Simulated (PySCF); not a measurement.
**How the numerical set-up moves the result for CaB**

Aim: see how much the energy and properties of CaB depend on the numerical set-up.

Computed with PySCF 2.14.0. Level: each script names its method and basis.

1 further run of the same task is left out (it didn't finish).

### Step 1. The system as given

CaB: 2 atoms, charge 0, spin multiplicity 2.

Bond lengths: Ca1–B2 2.285 Å.

### Step 2. The base run

Contents of input.py:

```python
from pyscf import gto, scf

mol = gto.M(
    atom='Ca 0 0 0; B 0 0 2.285',
    basis='cc-pvdz-dk',
    charge=0,
    spin=1,
    verbose=4,
)
mf = scf.UHF(mol)
mf = mf.sfx2c1e()
mf.kernel()
mf.dip_moment()
print('orbital energies (hartree):', [e[max(0, n-3):n+3].round(4) for e, n in zip(mf.mo_energy, mol.nelec)])
```

The run is started by

```bash
python input.py
```

Its log is not repeated here.

It gives: E(SCF) = -704.117509 Eh, ⟨S²⟩ = 0.765, μ = 1.30 D.

The bond length is a typed value, not an optimised one.

### Step 3. 6-31g* (X2C off)

Edit 1 changes basis set: cc-pvdz-dk → 6-31g*; spin-free X2C: on → off.

Contents of input.py:

```python
from pyscf import gto, scf

mol = gto.M(
    atom='Ca 0 0 0; B 0 0 2.285',
    basis='6-31g*',
    charge=0,
    spin=1,
    verbose=4,
)
mf = scf.UHF(mol)
mf.kernel()
mf.dip_moment()
print('orbital energies (hartree):', [e[max(0, n-3):n+3].round(4) for e, n in zip(mf.mo_energy, mol.nelec)])
```

The run is started by

```bash
python input.py
```

### Step 4. Def2-svp (X2C off)

Edit 2 changes basis set: cc-pvdz-dk → def2-svp; spin-free X2C: on → off.

input.py: that of step 2 with these lines changed.

```diff
@@ -4,3 +4,3 @@
     atom='Ca 0 0 0; B 0 0 2.285',
-    basis='cc-pvdz-dk',
+    basis='def2-svp',
     charge=0,
@@ -10,3 +10,2 @@
 mf = scf.UHF(mol)
-mf = mf.sfx2c1e()
 mf.kernel()
```

### Step 5. Spin-free X2C off

Edit 3 changes spin-free X2C: on → off.

input.py: that of step 2 with these lines changed.

```diff
@@ -10,3 +10,2 @@
 mf = scf.UHF(mol)
-mf = mf.sfx2c1e()
 mf.kernel()
```

### Step 6. Sbkjc (core potential on, X2C off)

Edit 4 changes basis set: cc-pvdz-dk → sbkjc; core potential: off → on; spin-free X2C: on → off. The core potential changes with it: totals don't compare.

input.py: that of step 2 with these lines changed.

```diff
@@ -4,3 +4,4 @@
     atom='Ca 0 0 0; B 0 0 2.285',
-    basis='cc-pvdz-dk',
+    basis='sbkjc',
+    ecp={'Ca': 'sbkjc', 'B': 'sbkjc'},
     charge=0,
@@ -10,3 +11,2 @@
 mf = scf.UHF(mol)
-mf = mf.sfx2c1e()
 mf.kernel()
```

### Step 7. Pcseg-1 (X2C off)

Edit 5 changes basis set: cc-pvdz-dk → pcseg-1; spin-free X2C: on → off.

input.py: that of step 2 with these lines changed.

```diff
@@ -4,3 +4,3 @@
     atom='Ca 0 0 0; B 0 0 2.285',
-    basis='cc-pvdz-dk',
+    basis='pcseg-1',
     charge=0,
@@ -10,3 +10,2 @@
 mf = scf.UHF(mol)
-mf = mf.sfx2c1e()
 mf.kernel()
```

What does the calculation give? Wanted: for each run, E(SCF); from base; gap, α spin; SCF dipole.

The runs gave:

```
                               run  E(SCF) (hartree)  from base (eV)  cycles  gap, α spin (eV)  SCF dipole (D)  functions
                              base       -704.117509               0      16              5.21            1.30         41
                  6-31g* (X2C off)       -701.179672  not comparable      15              5.11            0.77         36
                def2-svp (X2C off)       -701.117809  not comparable      16              5.27            1.99         38
   spin-free X2C off (poor choice)       -700.276946  not comparable      16              5.17            1.30         41
sbkjc (core potential on, X2C off)         -3.087150  not comparable      16              5.16            0.69         16
                 pcseg-1 (X2C off)       -701.119661  not comparable      16              5.31            1.65         38
```

Rows marked «poor choice» come from settings spoiled on purpose.
